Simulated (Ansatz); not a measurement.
Here is an Ansatz 0.2.0 calculation.

File input.yaml:

```yaml
crystal:
  lattice:
    - [5.2460399276, 0.0, 0.0]
    - [-2.6230199638, 4.5432038466, 0.0]
    - [0.0, 0.0, 4.1875903]
  atoms:
    - { symbol: Sn, position: [0.0, 0.0, 0.0] }
    - { symbol: Sn, position: [0.3333333333, 0.6666666667, 0.5] }
    - { symbol: Sn, position: [0.6666666667, 0.3333333333, 0.5] }
    - { symbol: Co, position: [0.5, 0.0, 0.0], spin: 1.5 }
    - { symbol: Co, position: [0.5, 0.5, 0.0], spin: 1.5 }
    - { symbol: Co, position: [0.0, 0.5, 0.0], spin: 1.5 }
hamiltonian:
  xc: pbesol
  pseudopotentials: { kind: paw }
magnetization:
  spin_polarized: true
  initial_magnetization: 4.5
  spin_locking: { lock_magnetization: hard }
kpoints:
  mp_grid: { grid: [5, 5, 6] }
scf:
  occupations: { method: fermi_dirac, width: 0.05 }
  lower_state_search: "off"
output:
  forces: true
  stress: true
  eigenvalues: true
```

Potentials or basis: Ansatz PAW.

Launch:

```bash
$ ansatz run input.yaml --threads 2 --pin off --max-ram 5632MiB --backend cpu --events-out ev --progress --plain --runs-dir out
```

Problem. Estimate the pressure.

Solution. 3.4 GPa.

Stress tensor (GPa, compression positive):
```
2.51 0.00 0.00
0.00 2.51 0.00
0.00 0.00 5.18
```

Caveat: the total moment is fixed, so each spin has its own Fermi level; the PAW data sets come from PBE, with cores solved anew for the run's functional, which leaves a small shift of forces and pressure; the thresholds are loose for stress.
